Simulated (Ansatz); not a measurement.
# GeH₂Cl radical: basis-set convergence

One table from this session's results is given with a row withheld; the runs are named, their logs left out.

Program: Ansatz 0.2.0, Gaussian basis. Level of theory: one geometry, several basis sets. These are calculated values, not measurements.

Plan: PBE0-D4/def2-SVP; ωB97M-V/def2-SVP; PBE0-D4/def2-QZVPP; ωB97M-V/def2-QZVPP; the functionals' def2-TZVPP values are taken from earlier runs.

### The relaxed structure

All runs share one geometry, relaxed beforehand with PBE0-D4 in a triple-zeta def2 set.

SMILES `[Cl][GeH2]`, 4 atoms, charge 0, spin multiplicity 2.

Atoms are counted from 1 here; the program's logs count them from 0.

Bond lengths: Cl1–Ge2 2.156 Å, Ge2–H3 1.546 Å, Ge2–H4 1.546 Å. Angles: Cl1–Ge2–H3 106.8°, Cl1–Ge2–H4 106.8°, H3–Ge2–H4 112.3°.

Set-up of the first run:

Contents of in.yaml:

```yaml
crystal:
  periodic: [false, false, false]
  atoms:
    - {symbol: Cl, position_ang: [-1.562857, 0.305220, 0.993516]}
    - {symbol: Ge, position_ang: [0.106668, -0.451092, -0.141611]}
    - {symbol: H, position_ang: [0.072742, 0.259600, -1.514190]}
    - {symbol: H, position_ang: [1.383437, -0.113718, 0.662285]}
basis:
  gaussian: {orbitals: def2-SVP}
magnetization: {spin_polarized: true, initial_magnetization: 1}
hamiltonian: {xc: pbe0, dispersion: d4}
output: {orbitals: {seedname: orbitals}}
```

Among the steps run: PBE0-D4 in def2-SVP; ωB97M-V in def2-SVP; PBE0-D4 in def2-QZVPP; ωB97M-V in def2-QZVPP.

One table of the session follows, with a row left open; its other results are not shown here.

It belongs to the step «Functionals by basis». 

```
functional       basis  HOMO (eV)  LUMO (eV)
   PBE0-D4    def2-SVP      -6.56      -3.21
   PBE0-D4  def2-TZVPP      -6.66      -3.28
   PBE0-D4  def2-QZVPP      -6.68      -3.31
   ωB97M-V    def2-SVP          ?          ?
   ωB97M-V  def2-TZVPP      -8.64      -1.47
   ωB97M-V  def2-QZVPP      -8.67      -1.56
```

Estimate the missing values for ωB97M-V, def2-SVP.

**Answer.** HOMO (eV): -8.51; LUMO (eV): -1.34. In the column «HOMO (eV)» it lies between ωB97M-V, def2-TZVPP (-8.64) and PBE0-D4, def2-QZVPP (-6.68).
